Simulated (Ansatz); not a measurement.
**CH₄FGaSi: a ladder of functionals and wavefunction methods**

An exercise on one series of results from a longer session: the logs are not shown, and one member is left open.

Program: Ansatz 0.2.0, Gaussian basis. Level of theory: functionals in def2-TZVPP, the program's frozen cores in correlated methods. These are calculated values, not measurements.

The runs, in order: LDA (SPW92), PBE-D4, revPBE-D4, BLYP-D4, r2SCAN-D4, B97M-V, PBE0-D4, B3LYP-D4, r2SCANh-D4, r2SCAN0-D4, HSE06-D4, BHLYP-D4, CAM-B3LYP-D4, LC-ωPBE, ωB97X-V, ωB97M-V, B2PLYP, PBE-QIDH; CCSD(T)/def2-SVP; CCSD(T)/def2-TZVPP; MP2/def2-QZVPP; extrapolation to the limit; RPA on PBE.

## The relaxed structure

An earlier PBE0-D4 in a triple-zeta def2 set relaxation fixed the geometry.

8 atoms, charge 0, spin multiplicity 1.

Atoms are counted from 1 here; the program's logs count them from 0.

Bond lengths: F1–Si4 1.623 Å, Ga2–C3 2.074 Å, C3–Si4 1.832 Å, C3–H5 1.096 Å, C3–H6 1.096 Å, Si4–H7 1.486 Å, Si4–H8 1.486 Å. Angles: Ga2–C3–Si4 112.5°, Ga2–C3–H5 106.1°, Ga2–C3–H6 106.2°, Si4–C3–H5 111.8°, Si4–C3–H6 111.8°, H5–C3–H6 108.0°, F1–Si4–C3 107.6°, F1–Si4–H7 105.3°, F1–Si4–H8 105.3°, C3–Si4–H7 113.9°, C3–Si4–H8 113.8°, H7–Si4–H8 110.2°.

The first run:

in.yaml

```yaml
crystal:
  periodic: [false, false, false]
  atoms:
    - {symbol: F, position_ang: [-0.157499, -1.694836, 0.995391]}
    - {symbol: Ga, position_ang: [0.538613, 1.163740, 2.091821]}
    - {symbol: C, position_ang: [0.197969, 0.911198, 0.061464]}
    - {symbol: Si, position_ang: [-0.198758, -0.823704, -0.373471]}
    - {symbol: H, position_ang: [1.105027, 1.261256, -0.445431]}
    - {symbol: H, position_ang: [-0.619787, 1.593634, -0.198774]}
    - {symbol: H, position_ang: [0.797158, -1.461124, -1.273163]}
    - {symbol: H, position_ang: [-1.570622, -1.007266, -0.913737]}
basis:
  gaussian: {orbitals: def2-TZVPP}
hamiltonian: {xc: lda}
output: {orbitals: {seedname: orbitals}}
```

Command:

```
ansatz run in.yaml --threads 2 --pin off --events-out ev --progress --plain --max-ram 4352MiB
```

Among the steps run: LDA; PBE-D4 (GGA); revPBE-D4 (GGA); BLYP-D4 (GGA); r2SCAN-D4 (meta-GGA); B97M-V (meta-GGA); PBE0-D4 (hybrid); B3LYP-D4 (hybrid); r2SCANh-D4 (hybrid); r2SCAN0-D4 (hybrid); HSE06-D4 (hybrid); BHLYP-D4 (hybrid); CAM-B3LYP-D4 (range-separated); LC-ωPBE (range-separated); ωB97X-V (range-separated); ωB97M-V (range-separated); B2PLYP (double hybrid); PBE-QIDH (double hybrid).

One table of the session follows, with a row left open; its other results are not shown here.

It belongs to the step «Frontier levels by functional». 

| functional | HOMO (eV) | LUMO (eV) | gap (eV) |
| --- | --- | --- | --- |
| LDA (SPW92) | -5.28 | -2.55 | 2.74 |
| PBE-D4 | -5.11 | -2.33 | 2.78 |
| revPBE-D4 | -5.05 | -2.24 | 2.81 |
| BLYP-D4 | -4.98 | -2.27 | 2.70 |
| r2SCAN-D4 | -5.33 | -2.17 | 3.16 |
| B97M-V | -5.28 | -2.26 | 3.02 |
| PBE0-D4 | -6.03 | -1.56 | 4.47 |
| B3LYP-D4 | -5.88 | -1.81 | 4.06 |
| r2SCANh-D4 | -5.67 | -1.89 | 3.78 |
| r2SCAN0-D4 | -6.19 | -1.49 | 4.71 |
| HSE06-D4 | -5.64 | -1.93 | 3.72 |
| BHLYP-D4 | ? | ? | ? |
| CAM-B3LYP-D4 | -7.24 | -0.64 | 6.59 |
| LC-ωPBE | -8.44 | 0.47 | 8.90 |
| ωB97X-V | -8.13 | 0.33 | 8.46 |
| ωB97M-V | -8.06 | 0.15 | 8.21 |

**Question.** Estimate the row for BHLYP-D4.

Worked estimate for «HOMO (eV)». Against the share of exact exchange, BLYP-D4 (0, -4.98), B3LYP-D4 (0.2, -5.88) give a slope of -4.50 per unit share; at 0.5 the line stands at -7.23.

The run gave: HOMO (eV): -6.85; LUMO (eV): -0.82; gap (eV): 6.02. In «HOMO (eV)» the line misses by -0.38.
